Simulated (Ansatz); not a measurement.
# OsO (P6/mmm) in Ansatz: convergence with k mesh

Aim: find how far k mesh must go before the results for OsO settle, at PBE. This setting moves, with any that are tied to it; all else stays.

All numbers are computed with Ansatz 0.2.0; they aren't measurements. Logs are shortened: lines on timing, memory, paths and dates and some standing lists are left out, and cuts for length are marked.

**1. The crystal as given**

Symmetry: P6/mmm, No. 191, hexagonal system. The conventional cell has a = 3.321 Å, b = 3.321 Å, c = 4.659 Å, α = 90.00°, β = 90.00°, γ = 120.00°. Around Os (site symmetry 6/mmm) lie 2 O at 2.33 Å. Around O (site symmetry 6/mmm) lie 2 Os at 2.33 Å.

The cell was built by a generator and needn't be a form met in nature.

**2. With k mesh 3 × 3 × 2**

Contents of input.yaml:

```yaml
crystal:
  lattice:
    - [3.32111676, 0.0, 0.0]
    - [-1.66055838, 2.87617148, 0.0]
    - [0.0, 0.0, 4.6590329]
  atoms:
    - { symbol: Os, position: [0.0, 0.0, 0.5] }
    - { symbol: O, position: [0.0, 0.0, 0.0] }
hamiltonian:
  xc: pbe
  pseudopotentials: { kind: paw_fr }
magnetization:
  noncollinear: true
  spin_orbit: true
kpoints:
  mp_grid: { grid: [3, 3, 2] }
scf:
  occupations: { method: gaussian, width: 0.05 }
output:
  forces: true
  stress: true
  eigenvalues: true
```

Potentials or basis: Ansatz PAW.

The run is started by

```console
ansatz run input.yaml --threads 2 --pin off --max-ram 5632MiB --backend cpu --events-out ev --progress --plain --runs-dir out
```

Run time: 1.3 s. Hardware: 2 threads of Arm Neoverse V2, shared host; peak memory 0.33 GiB.

Results:

* Free energy: -11974.4367 eV
* Pressure: -37.2 GPa
* Band gap on the k mesh: none (metal or under the smearing width)

**3. With k mesh 4 × 4 × 2**

input.yaml, as its differences from that of step 2:

```diff
@@ -15,3 +15,3 @@
 kpoints:
-  mp_grid: { grid: [3, 3, 2] }
+  mp_grid: { grid: [4, 4, 2] }
 scf:
```

Potentials or basis: Ansatz PAW.

The run is started by

```console
ansatz run input.yaml --threads 2 --pin off --max-ram 5632MiB --backend cpu --events-out ev --progress --plain --runs-dir out
```

Run time: 1.5 s. Hardware: 2 threads of Arm Neoverse V2, shared host; peak memory 0.33 GiB.

What came out:

```yaml
Free_energy: -11974.8190 eV
Pressure: -39.6 GPa
Band_gap_on_the_k_mesh: none (metal or under the smearing width)
```

**4. With k mesh 4 × 4 × 3**

input.yaml, as its differences from that of step 3:

```diff
@@ -15,3 +15,3 @@
 kpoints:
-  mp_grid: { grid: [4, 4, 2] }
+  mp_grid: { grid: [4, 4, 3] }
 scf:
```

The run is started by

```console
ansatz run input.yaml --threads 2 --pin off --max-ram 5632MiB --backend cpu --events-out ev --progress --plain --runs-dir out
```

Wall time 1.6 s (2 threads of Arm Neoverse V2, shared host); peak memory 0.33 GiB.

Results:

- Free energy: -11974.8551 eV
- Pressure: -39.1 GPa
- Band gap on the k mesh: none (metal or under the smearing width)

**5. With k mesh 5 × 5 × 3**

input.yaml, as its differences from that of step 4:

```diff
@@ -15,3 +15,3 @@
 kpoints:
-  mp_grid: { grid: [4, 4, 3] }
+  mp_grid: { grid: [5, 5, 3] }
 scf:
```

The run is started by

```console
ansatz run input.yaml --threads 2 --pin off --max-ram 5632MiB --backend cpu --events-out ev --progress --plain --runs-dir out
```

Run time: 1.5 s. Hardware: 2 threads of Arm Neoverse V2, shared host; peak memory 0.34 GiB.

Results:

- Free energy: -11974.7515 eV
- Pressure: -38.6 GPa
- Band gap on the k mesh: none (metal or under the smearing width)

**6. With k mesh 7 × 7 × 4**

input.yaml, as its differences from that of step 5:

```diff
@@ -15,3 +15,3 @@
 kpoints:
-  mp_grid: { grid: [5, 5, 3] }
+  mp_grid: { grid: [7, 7, 4] }
 scf:
```

Potentials or basis: Ansatz PAW.

The run is started by

```console
ansatz run input.yaml --threads 2 --pin off --max-ram 5632MiB --backend cpu --events-out ev --progress --plain --runs-dir out
```

Wall time 3.4 s (2 threads of Arm Neoverse V2, shared host); peak memory 0.39 GiB.

Results (log left out):

```yaml
Free_energy: -11974.7677 eV
Pressure: -38.6 GPa
Band_gap_on_the_k_mesh: none (metal or under the smearing width)
```

**7. With k mesh 8 × 8 × 5**

input.yaml, as its differences from that of step 6:

```diff
@@ -15,3 +15,3 @@
 kpoints:
-  mp_grid: { grid: [7, 7, 4] }
+  mp_grid: { grid: [8, 8, 5] }
 scf:
```

The run is started by

```console
ansatz run input.yaml --threads 2 --pin off --max-ram 5632MiB --backend cpu --events-out ev --progress --plain --runs-dir out
```

Run time: 4.1 s. Hardware: 2 threads of Arm Neoverse V2, shared host; peak memory 0.39 GiB.

Results (log left out):

| Quantity | Value |
| --- | --- |
| Free energy | -11974.7493 eV |
| Pressure | -38.5 GPa |
| Band gap on the k mesh | none (metal or under the smearing width) |

**8. With k mesh 10 × 10 × 7**

input.yaml, as its differences from that of step 7:

```diff
@@ -15,3 +15,3 @@
 kpoints:
-  mp_grid: { grid: [8, 8, 5] }
+  mp_grid: { grid: [10, 10, 7] }
 scf:
```

The run is started by

```console
ansatz run input.yaml --threads 2 --pin off --max-ram 5632MiB --backend cpu --events-out ev --progress --plain --runs-dir out
```

Run time: 5.9 s. Hardware: 2 threads of Arm Neoverse V2, shared host; peak memory 0.43 GiB.

Results (log left out):

* Free energy: -11974.7732 eV
* Pressure: -38.6 GPa
* Band gap on the k mesh: none (metal or under the smearing width)

**9. With k mesh 13 × 13 × 8**

input.yaml, as its differences from that of step 8:

```diff
@@ -15,3 +15,3 @@
 kpoints:
-  mp_grid: { grid: [10, 10, 7] }
+  mp_grid: { grid: [13, 13, 8] }
 scf:
```

Potentials or basis: Ansatz PAW.

The run is started by

```console
ansatz run input.yaml --threads 2 --pin off --max-ram 5632MiB --backend cpu --events-out ev --progress --plain --runs-dir out
```

Run time: 11 s. Hardware: 2 threads of Arm Neoverse V2, shared host; peak memory 0.51 GiB.

The run converged. Its results:

| Item | Value |
| --- | --- |
| Free energy | -11974.7735 eV |
| Pressure | -38.6 GPa |
| Band gap on the k mesh | none (metal or under the smearing width) |

**10. With k mesh 15 × 15 × 9**

input.yaml, as its differences from that of step 9:

```diff
@@ -15,3 +15,3 @@
 kpoints:
-  mp_grid: { grid: [13, 13, 8] }
+  mp_grid: { grid: [15, 15, 9] }
 scf:
```

Potentials or basis: Ansatz PAW.

The run is started by

```console
ansatz run input.yaml --threads 2 --pin off --max-ram 5632MiB --backend cpu --events-out ev --progress --plain --runs-dir out
```

What it wrote:

```text
Warning: RAYON_NUM_THREADS=2 ignored (pool sized by the plan → 2); use --threads N
Engine: ansatz 0.2.0, aarch64-unknown-linux-gnu
Pseudopotentials: kind: paw_fr
Pseudopotential: Os, paw_fr, valence charge 16, recommended cutoff 420 eV (normal), Os.paw.azcp#standard-fr
Pseudopotential: O, paw_fr, valence charge 6, recommended cutoff 420 eV (normal), O.paw.azcp#standard-fr
Functional definition: PBE
  parameter kappa = 0.804
  parameter beta = 0.06672455060314922
  exchange = pbe_x(kappa = kappa, mu = beta*pi^2/3)
  correlation = pbe_c(beta = beta)
non-collinear run that drives no moment, with spin-orbit: no starting moment large enough to seed its density (crystal.atoms[].spin), no starting occupations that ask for one, no magnetisation constraint and no magnetic field, so the semilocal B_xc is pinned to zero
Crystal: 2 atoms, lattice volume = 44.504 Å³
Basis set: ecut = 420 eV, 915 PW (Γ), exchange–correlation on 48×48×64 points (8 copies of the dense FFT grid, shifted against one another)
Bands: 30, of which v1, the nominal top of the filled ones, is band 22 counted from 1 (21 counted from 0)
Symmetry: 24 space group operations + 24 with time reversal
Magnetic group: BNS 191.234 (UNI 1464), of the structure as read, at distance tolerance 3.5e-5 Å
k-points: 135 of 2025
Projection manifold: j_resolved (fully-relativistic pseudo-atomic orbitals)
Non-local potential: Os, projectors of the file, l = 0: 3, l = 1: 4, l = 2: 4, l = 3: 2
Non-local potential: O, projectors of the file, l = 0: 2, l = 1: 4, l = 2: 2
PAW form: soft (Blöchl's): semilocal exchange-correlation on the pseudo side does not see the compensation charge
PAW one-centre angular grid: Os, 590 points (default); XC on 64 Gauss nodes
PAW one-centre angular grid: O, 110 points (default); XC on 64 Gauss nodes
Initial density: superposition of atomic densities (chi_scale 0.1, normalization cell, long waves kept (reshape's long-wave potential 0.13 eV rms))
Initial wavefunctions: pseudopotential atomic-orbital guess
Functional: x = pbe(κ = 0.804, μ = 0.2195149727645171), c = pbe(β = 0.06672455060314922)
SCF iter   1: F=—  HF=-11977.931394 eV  |F-HF|=—  |Δ(HF+E_count)|=         —  Δρ=2.75e-1  dr2=5.91e1  dr2_m=0.00e0 (ungated)  ethr=3.10e-3  |M|=0.00e0 ∫|m|=0.00e0 μB  |m|>n=0.0e0 m-floor=0.0e0 τ_xc=0.0e0  β_m=0.30  ⟨swp⟩=7.5  Hψ=10082  notcnv=0
preconditioner: auto → none  [metal: Δε(μ)=0.024 eV  Ē_g=6.813 eV  σ=0.050 eV  W_gap=0.26  n_scr=8 (ndim 8)  ℏωp=20.8 eV  f_vac=0.029  D(μ)=2.26/eV (n_scr^D=22)  sad-step TF]
SCF iter   2: F=—  HF=-11976.978101 eV  |F-HF|=—  |Δ(HF+E_count)|=   9.53e-1  Δρ=1.75e-1  dr2=1.63e1  dr2_m=0.00e0 (ungated)  ethr=3.10e-3  |M|=0.00e0 ∫|m|=0.00e0 μB  |m|>n=0.0e0 m-floor=0.0e0 τ_xc=0.0e0  β_m=0.25  ⟨swp⟩=3.5  Hψ=5005  notcnv=0  defer=288
SCF iter   3: F=—  HF=-11975.206442 eV  |F-HF|=—  |Δ(HF+E_count)|=    1.77e0  Δρ=8.60e-2  dr2=4.69e0  dr2_m=0.00e0 (ungated)  ethr=3.10e-3  |M|=0.00e0 ∫|m|=0.00e0 μB  |m|>n=0.0e0 m-floor=0.0e0 τ_xc=0.0e0  β_m=0.25  ⟨swp⟩=2.1  Hψ=3908  notcnv=0  defer=300
SCF iter   4: F=—  HF=-11974.774039 eV  |F-HF|=—  |Δ(HF+E_count)|=   4.32e-1  Δρ=2.17e-2  dr2=1.34e-1  dr2_m=0.00e0 (ungated)  ethr=3.10e-3  |M|=0.00e0 ∫|m|=0.00e0 μB  |m|>n=0.0e0 m-floor=0.0e0 τ_xc=0.0e0  β_m=0.43  ⟨swp⟩=2.3  Hψ=3740  notcnv=0  defer=316
SCF iter   5: F=—  HF=-11974.782589 eV  |F-HF|=—  |Δ(HF+E_count)|=   8.55e-3  Δρ=1.40e-2  dr2=1.06e-1  dr2_m=0.00e0 (ungated)  ethr=6.10e-4  |M|=0.00e0 ∫|m|=0.00e0 μB  |m|>n=0.0e0 m-floor=0.0e0 τ_xc=0.0e0  β_m=0.33  ⟨swp⟩=2.1  Hψ=3339  notcnv=0  defer=304
SCF iter   6: F=—  HF=-11974.772375 eV  |F-HF|=—  |Δ(HF+E_count)|=   1.02e-2  Δρ=7.20e-3  dr2=2.82e-2  dr2_m=0.00e0 (ungated)  ethr=4.83e-4  |M|=0.00e0 ∫|m|=0.00e0 μB  |m|>n=0.0e0 m-floor=0.0e0 τ_xc=0.0e0  β_m=0.67  ⟨swp⟩=1.4  Hψ=2384  notcnv=0  defer=296
SCF iter   7: F=—  HF=-11974.769977 eV  |F-HF|=—  |Δ(HF+E_count)|=   2.40e-3  Δρ=1.32e-3  dr2=7.80e-4  dr2_m=0.00e0 (ungated)  ethr=1.28e-4  |M|=0.00e0 ∫|m|=0.00e0 μB  |m|>n=0.0e0 m-floor=0.0e0 τ_xc=0.0e0  β_m=0.69  ⟨swp⟩=1.1  Hψ=1922  notcnv=0  defer=298
SCF iter   8: F=—  HF=-11974.769936 eV  |F-HF|=—  |Δ(HF+E_count)|=   4.14e-5  Δρ=1.37e-4  dr2=1.02e-5  dr2_m=0.00e0 (ungated)  ethr=3.54e-6  |M|=0.00e0 ∫|m|=0.00e0 μB  |m|>n=0.0e0 m-floor=0.0e0 τ_xc=0.0e0  β_m=0.85  ⟨swp⟩=2.3  Hψ=2733  notcnv=0  defer=290
SCF iter   9: F=—  HF=-11974.769937 eV  |F-HF|=—  |Δ(HF+E_count)|=   7.82e-7  Δρ=4.73e-5  dr2=8.17e-7  dr2_m=0.00e0 (ungated)  ethr=4.65e-8  |M|=0.00e0 ∫|m|=0.00e0 μB  |m|>n=0.0e0 m-floor=0.0e0 τ_xc=0.0e0  β_m=0.70  ⟨swp⟩=1.6  Hψ=2074  notcnv=0  defer=290
SCF iter  10: F=—  HF=-11974.769937 eV  |F-HF|=—  |Δ(HF+E_count)|=   1.54e-7  Δρ=2.57e-5  dr2=5.87e-7  dr2_m=0.00e0 (ungated)  ethr=4.55e-10  |M|=0.00e0 ∫|m|=0.00e0 μB  |m|>n=0.0e0 m-floor=0.0e0 τ_xc=0.0e0  β_m=0.78  ⟨swp⟩=9.1  Hψ=8979  notcnv=0
SCF iter  11: F=-11974.769936 eV  HF=-11974.769936 eV  |F-HF|=1.27e-8  |Δ(HF+E_count)|=   5.15e-8  Δρ=4.52e-6  dr2=1.36e-8  dr2_m=0.00e0 (ungated)  ethr=4.55e-10  |M|=0.00e0 ∫|m|=0.00e0 μB  |m|>n=0.0e0 m-floor=0.0e0 τ_xc=0.0e0  ⟨swp⟩=2.7  Hψ=6094  notcnv=0
SCF 1 converged in 11 iterations: F = -11974.769936 eV  dr2 = 1.36e-8
SCF converged after 11 iterations
Magnetization: |M| = 0.0000 μB,  M = (+0.0000, +0.0000, +0.0000) μB
Absolute magnetization: 0.0000 μB (∫|m|)
  site 0: m = (+0.0000, +0.0000, +0.0000) μB, |m| = 0.0000 μB  (R = 0.96 Å)
  site 1: m = (+0.0000, +0.0000, +0.0000) μB, |m| = 0.0000 μB  (R = 0.96 Å)
Free energy (F): -11974.769936 eV
Harris-Foulkes:  -11974.769936 eV  (|F-HF|=1.27e-8)
Internal energy: -11974.764873 eV  (E = F + TS)
E sigma→0 (E₀):  -11974.767405 eV
Entropy (-TS):   -0.005063 eV (-2.532 meV/atom)
Fermi energy:    5.858964 eV
--- Per-component energies (eV) ---
  E_band       = -377.170334
  E_kinetic    = 716.577001
  E_local      = -2058.074777  (includes V_loc(G=0)·N_el)
  E_nonlocal   = 36.651267
  E_hartree    = 764.944237
  E_xc         = -329.702420
  E_vxc        = -363.543464  (∫ρ·V_xc dr)
  E_paw        = -9190.352403  (= ΣΔE_a)
  E_vpaw       = -238.670908  (= ΣTr[D̂ρ^β])
  E_aug_tail   = 0.002213  (compensation charges beyond the density's cutoff)
  E_ewald      = -1914.809990
  E_smearing   = -0.005063  (= −TS)
  E_closure    = -0.000000  (closes the sum)
  Σ components = -11974.769936   (vs F -11974.769936, Δ=0.00e0)
--- Forces (eV/Å), atoms counted from 1 ---
  atom   1  Os     0.00000000    -0.00000000     0.00000000
  atom   2  O     -0.00000000     0.00000000     0.00000000
  max |Σ_I F_I| component: 1.68e-29 eV/Å
--- Stress (GPa, compression-positive) ---
      -20.667227       0.000000       0.000000
        0.000000     -20.667227      -0.000000
        0.000000      -0.000000     -74.573871
  P = ⅓ Tr σ = -38.6361 GPa (-386.361 kbar)
--- Band table (eV; the first three rows and the last of 135) ---
  k-point 0: bands = ["-80.1287", "-80.1287", "-48.5083", "-48.5083", "-36.3846", "-36.3846", "-36.0721", "-36.0721", "-10.8719", "-10.8719", "1.7513", "1.7513", "2.8486", "2.8486", "4.2884", "4.2884", "5.0800", "5.0800", "5.1157", "5.1157", "5.2383", "5.2383", "5.2414", "5.2414", "6.0631", "6.0631", "6.5132", "6.5132", "13.2208", "13.2208"]
  k-point 1: bands = ["-80.1287", "-80.1287", "-48.5083", "-48.5083", "-36.3847", "-36.3847", "-36.0721", "-36.0721", "-10.8498", "-10.8498", "1.6828", "1.6828", "2.5474", "2.5474", "4.2779", "4.2779", "4.8335", "4.8335", "5.0036", "5.0036", "5.2424", "5.2424", "5.5981", "5.5981", "6.2143", "6.2143", "6.9213", "6.9213", "12.9000", "12.9000"]
  k-point 2: bands = ["-80.1287", "-80.1287", "-48.5083", "-48.5083", "-36.3851", "-36.3851", "-36.0721", "-36.0721", "-10.7929", "-10.7929", "1.3481", "1.3481", "2.1905", "2.1905", "4.2435", "4.2435", "4.5635", "4.5635", "4.8148", "4.8148", "5.2448", "5.2448", "6.0283", "6.0283", "6.5106", "6.5106", "7.8775", "7.8775", "12.2494", "12.2494"]
  k-point 134: bands = ["-80.1254", "-80.1254", "-48.5236", "-48.5236", "-36.4026", "-36.4026", "-36.1463", "-36.1463", "-10.4357", "-10.4357", "1.2562", "1.2562", "3.0502", "3.0502", "3.1724", "3.1724", "4.4245", "4.4245", "4.9913", "4.9913", "5.9737", "5.9737", "6.3943", "6.3943", "7.6220", "7.6220", "11.6862", "11.6862", "12.1323", "12.1323"]
```

It took 14 s on 2 threads of Arm Neoverse V2, shared host; peak memory 0.55 GiB.

Results:

```yaml
Free_energy: -11974.7699 eV
Pressure: -38.6 GPa
Band_gap_on_the_k_mesh: none (metal or under the smearing width)
```

**11. Summary**

| k mesh | energy less the tightest run, at zero smearing (meV/atom) | pressure (GPa) | SCF cycles | CPU time (s) | peak memory (GiB) |
| --- | --- | --- | --- | --- | --- |
| 3 × 3 × 2 | 166.80 | -37.24 | 14 | 2.4 | 0.33 |
| 4 × 4 × 2 | -24.89 | -39.63 | 14 | 2.7 | 0.33 |
| 4 × 4 × 3 | -40.92 | -39.12 | 16 | 2.9 | 0.33 |
| 5 × 5 × 3 | 10.79 | -38.62 | 11 | 2.7 | 0.34 |
| 7 × 7 × 4 | 1.56 | -38.58 | 13 | 6.4 | 0.39 |
| 8 × 8 × 5 | 10.39 | -38.52 | 14 | 8 | 0.39 |
| 10 × 10 × 7 | -1.70 | -38.62 | 11 | 12 | 0.43 |
| 13 × 13 × 8 | -1.96 | -38.65 | 11 | 21 | 0.51 |
| 15 × 15 × 9 | 0.00 | -38.64 | 11 | 29 | 0.55 |

Against the tightest run, the pressure stays within 0.1 GPa from 10 × 10 × 7 on. Not settled before the last step: the energy (to 1 meV/atom). Meshes of other sizes hit other points, so gaps and Fermi surfaces needn't settle smoothly. The tightest run that finished is the yardstick and may itself not be fully converged.

Caveats: a pressure of tens of GPa on the cell as given is suspect, and the run, the potentials or the cell itself is likely at fault.
